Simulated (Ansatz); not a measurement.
**[Cu(NH3)2]+ (CuN₂H₆+): structure and electronic state**

What does [Cu(NH3)2]+ (CuN₂H₆+) look like as a singlet, and where do its frontier electrons sit?

Method: RKS PBE0-D4/def2-TZVP; program: Ansatz 0.2.0, Gaussian basis.

Plan: relaxation at PBE0-D4/def2-TZVP; a search for the lowest solution at PBE0-D4/def2-SVP; a single point at PBE0-D4/def2-TZVP; harmonic vibrations at PBE0-D4/def2-TZVP.

**1. The starting structure**

9 atoms, charge 1, spin multiplicity 1.

Atoms are counted from 1 here; the program's logs count them from 0.

Bond lengths: Cu1–N2 1.978 Å, Cu1–N6 1.977 Å, N2–H3 1.019 Å, N2–H4 1.019 Å, N2–H5 1.019 Å, N6–H7 1.019 Å, N6–H8 1.019 Å, N6–H9 1.019 Å. Angles: N2–Cu1–N6 180.0°, Cu1–N2–H3 111.2°, Cu1–N2–H4 111.2°, Cu1–N2–H5 111.1°, H3–N2–H4 107.7°, H3–N2–H5 107.8°, H4–N2–H5 107.7°, Cu1–N6–H7 111.2°, Cu1–N6–H8 111.3°, Cu1–N6–H9 111.1°, H7–N6–H8 107.7°, H7–N6–H9 107.7°, H8–N6–H9 107.7°.

As a file:

```xyz
9

Cu    0.0007    0.0000   -0.0004
N    -0.0037   -0.0140    1.9775
H    -0.4238    0.8356    2.3512
H     0.9436   -0.0807    2.3471
H    -0.5333   -0.8067    2.3371
N     0.0036    0.0140   -1.9770
H    -0.9459    0.0179   -2.3469
H     0.4789   -0.8060   -2.3516
H     0.4801    0.8398   -2.3370
```

Formally the metal is d10. No spin-orbit coupling is included. The ion is computed in the gas phase, without counter-ions or solvent.

The start is a GFN2-xTB geometry.

**2. Optimising with PBE0-D4/def2-TZVP**

Input file in.yaml:

```yaml
crystal:
  periodic: [false, false, false]
  atoms:
    - {symbol: Cu, position_ang: [0.000660, 0.000040, -0.000360]}
    - {symbol: N, position_ang: [-0.003670, -0.014020, 1.977500]}
    - {symbol: H, position_ang: [-0.423780, 0.835600, 2.351190]}
    - {symbol: H, position_ang: [0.943570, -0.080720, 2.347120]}
    - {symbol: H, position_ang: [-0.533340, -0.806660, 2.337110]}
    - {symbol: N, position_ang: [0.003580, 0.014010, -1.977000]}
    - {symbol: H, position_ang: [-0.945950, 0.017940, -2.346910]}
    - {symbol: H, position_ang: [0.478860, -0.805970, -2.351600]}
    - {symbol: H, position_ang: [0.480060, 0.839770, -2.337040]}
basis:
  gaussian: {orbitals: def2-TZVP}
total_charge: 1
hamiltonian: {xc: pbe0, dispersion: d4}
scf: {lower_state_search: "off"}
output: {orbitals: {seedname: orbitals}}
relax: {f_tol: 0.02, max_steps: 100}
```

Run with:

```sh
$ ansatz run in.yaml --threads 2 --pin off --events-out ev --progress --plain --max-ram 4352MiB
```

Further steps of the session: Searching for the lowest solution, PBE0-D4/def2-SVP; Single point, PBE0-D4/def2-TZVP; Vibrations by finite differences.

**Question.** What will the summary of the whole plan be? Wanted: point group; near neighbours of the metal; HOMO, LUMO at PBE0-D4/def2-TZVP; charge on the metal; lowest, highest wavenumber.

The runs gave:

| quantity | value |
| --- | --- |
| point group | D3 |
| near neighbours of the metal | N 1.92, N 1.92 Å |
| HOMO, LUMO at PBE0-D4/def2-TZVP | -11.81, -4.81 eV |
| charge on the metal (Mulliken, PBE0-D4/def2-TZVP) | +0.19 e |
| lowest, highest wavenumber | 21, 3567 cm⁻¹ |

The molecule keeps its bonding pattern by the stored test; the atoms moved 0.04 Å (rms). The Mulliken charge of the metal, +0.19 e, depends on the basis and isn't its oxidation state. All wavenumbers are real: a minimum at this level. Whether this spin is the lowest isn't tested here.
